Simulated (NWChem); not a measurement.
# GaHOF (SMILES [OH][Ga][F]): UPBE0/6-31G(d) (spherical functions)

What is the vertical ionisation energy of GaHOF at UPBE0/6-31G* (spherical functions)? 

Program for the calculation: NWChem 7.3.0.

2 further runs of the same task are left out: 1 that didn't finish, 1 set aside as unsound or not needed.

### 1 The system as given

GaHOF has 4 atoms, charge 0, and is taken as a doublet. SMILES: `[OH][Ga][F]`. Geometry: relaxed at PBE0-D4/def2-TZVP.

Bond lengths: O1–Ga2 1.795 Å, Ga2–F3 1.759 Å, O1–H4 0.961 Å. Angles: O1–Ga2–F3 114.7°, Ga2–O1–H4 113.8°.

### 2 A single-point energy at UPBE0/6-31G(d) (spherical functions)

fgaho.nw

```
start fgaho
title "FGaHO"
memory total 2200 mb

geometry noautosym nocenter noautoz
  O       -0.928500       0.061200      -0.333300
  Ga       0.802400       0.214300       0.117400
  F        1.450100      -1.148000       1.023000
  H       -1.268400       0.812300      -0.827400
end

basis "ao basis" spherical bse
  * library 6-31G*
end

dft
  xc pbe0
  mult 2
  grid fine
  convergence energy 1e-08
  maxiter 100
  mulliken
  print low
end

task dft energy
```

Run with:

```bash
$ nwchem fgaho.nw > fgaho.out
```

Log:

```text
[...]
 d= 0,ls=0.0,diis     1  -2099.7064129697 -2.28D+03  1.53D-02  2.48D-01     1.5
[...]
 d= 0,ls=0.0,diis    12  -2099.8364381735 -1.44D-09  3.91D-07  2.07D-10    12.9
[...]
         Total DFT energy =    -2099.836438173496
      One electron energy =    -3290.826975505160
           Coulomb energy =     1102.726001142279
    Exchange-Corr. energy =      -94.104344535507
 Nuclear repulsion energy =      182.368880724892
[...]
      Total Density - Mulliken Population Analysis
     ---------------------------------------------
    Atom       Charge   Shell Charges
 -----------   ------   -------------------------------------------------------
    1 O    8     8.70   2.00  0.91  2.86  0.98  1.93  0.02
    2 Ga  31    30.32   2.00  2.00  6.00  2.00  5.99  1.13  0.85  0.12  0.09  6.83  2.94  0.37
    3 F    9     9.43   2.00  0.93  3.27  1.05  2.18  0.01
    4 H    1     0.56   0.47  0.09
[...]
      <S2> =      0.7535 (Exact =     0.7500)
[...]
```

It took 14 s on 1 thread of Intel Xeon Platinum 8488C (Sapphire Rapids), shared host; peak memory 0.11 GiB.

### 3 The singlet cation, same level

fgaho.nw

```
start fgaho
title "FGaHO PBE0"
memory 2200 mb
charge 1
geometry units angstroms noautosym nocenter noautoz
   O       -0.928500       0.061200      -0.333300
   Ga       0.802400       0.214300       0.117400
   F        1.450100      -1.148000       1.023000
   H       -1.268400       0.812300      -0.827400
end
basis spherical bse
   O library 6-31G*
   Ga library 6-31G*
   F library 6-31G*
   H library 6-31G*
end
dft
   xc pbe0
   mult 1
   grid fine
   convergence energy 1e-08
   iterations 100
   mulliken
   noprint "final vectors analysis"
end
task dft
```

Run with:

```bash
$ nwchem fgaho.nw > fgaho.out
```

Log:

```text
[...]
          Wavefunction type:  closed shell.
          No. of atoms     :     4
          No. of electrons :    48
[...]
          Charge           :     1
          Spin multiplicity:     1
[...]
          AO basis - number of functions:    62
[...]
              XC Information
              --------------
                         PBE0 Method XC Functional
                     Hartree-Fock (Exact) Exchange  0.250
          PerdewBurkeErnzerhof Exchange Functional  0.750
            Perdew 1991 LDA Correlation Functional  1.000 local
           PerdewBurkeErnz. Correlation Functional  1.000 non-local
[...]
 d= 0,ls=0.0,diis     1  -2099.0674284458 -2.28D+03  3.93D-02  7.37D+00     1.3
[...]
 d= 0,ls=0.0,diis    12  -2099.4875110168 -7.83D-09  1.00D-06  2.12D-09    10.2
         Total DFT energy =    -2099.487511016803
      One electron energy =    -3275.744985634976
           Coulomb energy =     1087.633935269714
    Exchange-Corr. energy =      -93.745341376433
 Nuclear repulsion energy =      182.368880724892
[...]
      Total Density - Mulliken Population Analysis
     ---------------------------------------------
    Atom       Charge   Shell Charges
 -----------   ------   -------------------------------------------------------
    1 O    8     8.52   2.00  0.94  2.82  0.97  1.78  0.02
    2 Ga  31    29.70   2.00  2.00  6.00  2.00  5.99  0.94  0.69 -0.07  0.02  6.85  2.94  0.34
    3 F    9     9.29   2.00  0.95  3.23  1.04  2.06  0.01
    4 H    1     0.49   0.45  0.04
[...]
```

Run time: 11 s. Hardware: 1 thread of Intel Xeon Platinum 8488C (Sapphire Rapids), shared host; peak memory 0.11 GiB.

### 4 Outcome

At UPBE0/6-31G* (spherical functions):

| quantity | value |
| --- | --- |
| doublet GaHOF: total energy | -2099.83644 Eh |
| doublet GaHOF: ⟨S²⟩ | 0.753 |
| singlet cation: total energy | -2099.48751 Eh |
| vertical ionisation energy (to the singlet cation) | 9.495 eV |

Removing an electron at fixed nuclei costs 9.49 eV (219 kcal/mol). Only the singlet of the ionised species was computed; a triplet could lie lower. Mulliken charges (singlet cation) run from -0.52 on O1 to +1.30 on Ga2; they depend strongly on the basis.
